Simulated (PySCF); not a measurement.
**The bond of GaP, level by level**

The task here is to estimate one member of a computed series from the others.

Computed with PySCF 2.14.0. Level: Ga cc-pVDZ-PP with ECP10, P cc-pV(D+d)Z, scalar-relativistic core potentials.

Set-up of the first run:

Settings of the job:

* atoms: Ga, P
* charge: 0
* basis: Ga cc-pVDZ-PP with ECP10, P cc-pV(D+d)Z
* Hamiltonian: scalar-relativistic core potentials
* basis functions: 46
* electrons treated: 36
* masses in u: 68.9256, 30.9738
* levels: PBE0, PBE, r²SCAN, M06-L, TPSS, LDA, CAM-B3LYP, HF, MP2, SCS-MP2, CCSD, CCSD(T)
* grid: 80 radial by 434 angular points
* occupations: held fixed by the projection of orbital angular momentum
* dissociation limit: Ga + P, each in its ground configuration
* starting distance in angstrom: 2.270
* values of 2S to try: 0, 2, 4

On the command line:

```
OMP_NUM_THREADS=1 python dia.py task.json out
```

Among the steps run: Input; First curve: PBE0; Excited determinants; PBE; r²SCAN; M06-L (meta-GGA); TPSS (meta-GGA); LDA (local density); CAM-B3LYP (range-separated hybrid); UHF; Adding correlation.

One of the session's tables, all rows but one given; the rest of the session is left out.

It belongs to the step «The curves together». Energy (eV) from each level's lowest point:

| R (Å) | UHF | UHF-MP2 | UHF-SCS-MP2 | UHF-CCSD | UHF-CCSD(T) |
| --- | --- | --- | --- | --- | --- |
| 2.136 | 0.632 | 0.596 | 0.625 | n/a | n/a |
| 2.236 | 0.282 | 0.258 | 0.279 | 0.280 | 0.284 |
| 2.335 | 0.090 | 0.077 | 0.089 | 0.089 | 0.092 |
| 2.409 | 0.021 | 0.015 | 0.021 | 0.021 | 0.023 |
| 2.484 | 0.000 | 0.000 | 0.000 | 0.000 | 0.000 |
| 2.558 | 0.015 | 0.022 | 0.016 | 0.015 | 0.013 |
| 2.658 | 0.076 | 0.092 | 0.079 | 0.076 | 0.072 |
| 2.782 | ? | ? | ? | ? | ? |
| 2.931 | 0.364 | 0.447 | 0.421 | 0.375 | 0.367 |
| 3.130 | 0.557 | 0.776 | 0.757 | n/a | n/a |

Estimate the missing values for R (Å) = 2.782.

Worked estimate for «UHF». A straight line through the neighbours (2.658, 0.076) and (2.931, 0.364) gives 0.076 + (0.364 − 0.076) × (2.782 − 2.658) / (2.931 − 2.658) = 0.207; a parabola fitted to 4 rows on both sides gives 0.208.

**Answer.** UHF: 0.195; UHF-MP2: 0.229; UHF-SCS-MP2: 0.207; UHF-CCSD: 0.196; UHF-CCSD(T): 0.189. In «UHF» the line misses by +0.012 and the parabola by +0.013.
